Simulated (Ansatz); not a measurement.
This script drives Ansatz 0.2.0, Python API.

Input file `snse.cif`:
```cif
data_SnSe
_cell_length_a 4.285327
_cell_length_b 4.285327
_cell_length_c 10.990692
_cell_angle_alpha 90.00000
_cell_angle_beta 90.00000
_cell_angle_gamma 90.00000
_symmetry_space_group_name_H-M 'P 1'
_symmetry_Int_Tables_number 1
loop_
_symmetry_equiv_pos_as_xyz
'x, y, z'
loop_
_atom_site_label
_atom_site_type_symbol
_atom_site_fract_x
_atom_site_fract_y
_atom_site_fract_z
Sn1 Sn    0.500000    0.000000    0.372229
Sn2 Sn    0.000000    0.500000    0.627771
Se3 Se    0.500000    0.000000    0.616039
Se4 Se    0.000000    0.500000    0.383961
```

Script `dscf.py`:
```python
'''Promote one electron across the gap of SnSe.'''

from dataclasses import dataclass
import warnings

import ansatz as az
from ase.io import read


@dataclass(frozen=True)
class RunConfig:
    functional: str = 'r2scan'
    ecut: int = 600
    kmesh: tuple[int, ...] = (1, 1, 1)
    filling: str = 'fermi_dirac'
    width_ev: float = 0.01
    n_empty: int = 4


cfg = RunConfig()


def main() -> None:
    warnings.simplefilter('ignore', az.DeckWarning)

    atoms = read('snse.cif')
    crystal = az.Crystal.from_ase(atoms)

    ground = crystal.calculation()
    ground = ground.pseudopotentials('paw')
    ground = ground.functional(cfg.functional).basis(cfg.ecut)
    ground = ground.kpoints(*cfg.kmesh)
    ground = ground.occupations(cfg.filling, width=cfg.width_ev)
    ground = ground.scf(extra_bands=cfg.n_empty)
    ground = ground.band_table()
    excited = ground.excitation(hole_k=0, hole_band='v1', hole_track='overlap', particle_k=0, particle_band='c1', particle_track='overlap')
    low, high = ground.run().report, excited.run().report
    share = low['kweights'][0]
    top = round(low['n_electrons'] / 2)
    print('Kohn-Sham gap at the first k-point:', round(low['eigenvalues_ev'][0][top] - low['eigenvalues_ev'][0][top - 1], 3), 'eV')
    print('energy difference per cell:', round(high['lagrangian_ev'] - low['lagrangian_ev'], 4), 'eV; weight of the point', round(share, 4))
    print('per electron moved:', round((high['lagrangian_ev'] - low['lagrangian_ev']) / share, 3), 'eV')


if __name__ == '__main__':
    main()
```

It is started by `python dscf.py`. Estimate its wall time and peak memory on 1 thread of Intel(R) Xeon(R) Platinum 8259CL CPU @ 2.50GHz (Skylake/Cascade Lake), with other jobs on the host.

It took about 18 s, with a peak of 0.85 GiB, for 2 runs of the engine.

```console
$ python dscf.py
Kohn-Sham gap at the first k-point: 1.864 eV
energy difference per cell: 2.0733 eV; weight of the point 1.0
per electron moved: 2.073 eV
```

Spin-orbit coupling, left out here, can change this gap by several tenths of an eV, and inverted bands can meet off the mesh. The cell holds layers, chains or clusters in vacuum, no bulk phase. The computed bands are complete only to about 3.6 eV above the Fermi level. The k-point mesh is coarse, and energy and stress weren't tested for convergence. This cell is a computed structure, which may not be the phase found in nature. Levels are Kohn-Sham eigenvalues on this mesh, without spin-orbit coupling. One k-point of a small cell stands for a dense array of excitations, so this isn't the optical gap of the solid.

(Lines on the test bed's own set-up are left out of the output.)
